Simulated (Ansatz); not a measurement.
What does this script print? It uses Ansatz 0.2.0 through its Python package.

`opt_cuh.py`
```python
# -*- coding: utf-8 -*-
"""Minimum-energy structure of CuH."""

import ansatz as az
import numpy as np
import pandas as pd

BASIS = "def2-SVP"
XC = "CAM-B3LYP"

geometry_ang = [
    ("Cu", (0.0, 0.0, 0.0)),
    ("H", (0.0, 0.0, 1.455)),
]
molecule = az.Crystal.molecule()
for symbol, xyz in geometry_ang:
    molecule = molecule.atom(symbol, xyz)

base = molecule.calculation().basis(gaussian=BASIS).functional(XC)
symbols = [site.symbol for site in molecule.cartesian_sites]
start = np.array([site.position_ang for site in molecule.cartesian_sites], dtype=float)
def progress(event):
    if event["event"] == "relax_step":
        row = event["data"]
        print(f"step {row['step']:3d}  E = {row['lagrangian_ev']:.6f} eV  largest force component {row['allowed_force_max_ev_ang']:.4f} eV/A")


r = base.relax(force_tolerance=0.01, max_steps=100).session().plan().execute(on_event=progress).report
end = np.array(r["positions_ang"])

print("reference energy %16.6f eV" % r["reference_energy_ev"])
print("total energy     %16.6f eV" % r["free_energy_ev"])
print("occupied orbitals outside the frozen core (up, down):", r["n_occupied"], " frozen:", r["n_frozen"], " virtual:", r["n_virtual"])

print("final positions (A) and the move of each atom")
for symbol, xyz, old in zip(symbols, end, start):
    print(f"{symbol:2s} {xyz[0]:10.5f} {xyz[1]:10.5f} {xyz[2]:10.5f}   {np.linalg.norm(xyz - old):7.4f}")

charges = r["charge_distribution"]
table = pd.DataFrame({"atom": symbols, "mulliken": charges["mulliken_charges_e"], "lowdin": charges["lowdin_charges_e"]})
print(table.round(3).to_string())
print("dipole (e A):", np.round(charges["dipole_moment_e_ang"], 4) + 0.0)
with open("cuh_opt.xyz", "w") as handle:
    handle.write(f"{len(symbols)}\nrelaxed CuH\n")
    handle.writelines(f"{s:2s} {x:11.6f} {y:11.6f} {z:11.6f}\n" for s, (x, y, z) in zip(symbols, end))
```

Running `python opt_cuh.py` prints:
```text
step   1  E = -44652.089681 eV  largest force component 0.1602 eV/A
step   2  E = -44652.090381 eV  largest force component 0.0825 eV/A
step   3  E = -44652.090640 eV  largest force component 0.0012 eV/A
reference energy    -44652.090733 eV
total energy        -44652.090733 eV
occupied orbitals outside the frozen core (up, down): [15, 15]  frozen: 0  virtual: [21, 21]
final positions (A) and the move of each atom
Cu    0.00000    0.00000   -0.00600    0.0060
H    -0.00000   -0.00000    1.46100    0.0060
  atom  mulliken  lowdin
0   Cu     0.138   0.128
1    H    -0.138  -0.128
dipole (e A): [ 0.      0.     -0.5753]
```

File `cuh_opt.xyz` afterwards:
```text
2
relaxed CuH
Cu    0.000000    0.000000   -0.005998
H    -0.000000   -0.000000    1.460998
```

Notes:
- Total energies depend on the basis set; only differences at equal settings carry meaning.
- The end point is the stationary point reached from this start; no frequency run checks that it is a minimum, and the basis set is modest.
- The Löwdin charges here are taken after orthogonalising the functions within each atom; they differ from plain Löwdin charges, and their signs can be unphysical.
- Hardware and time: 3.6 s on 1 thread of Arm Neoverse V2, with other jobs on the host, peak memory 0.2 GiB.
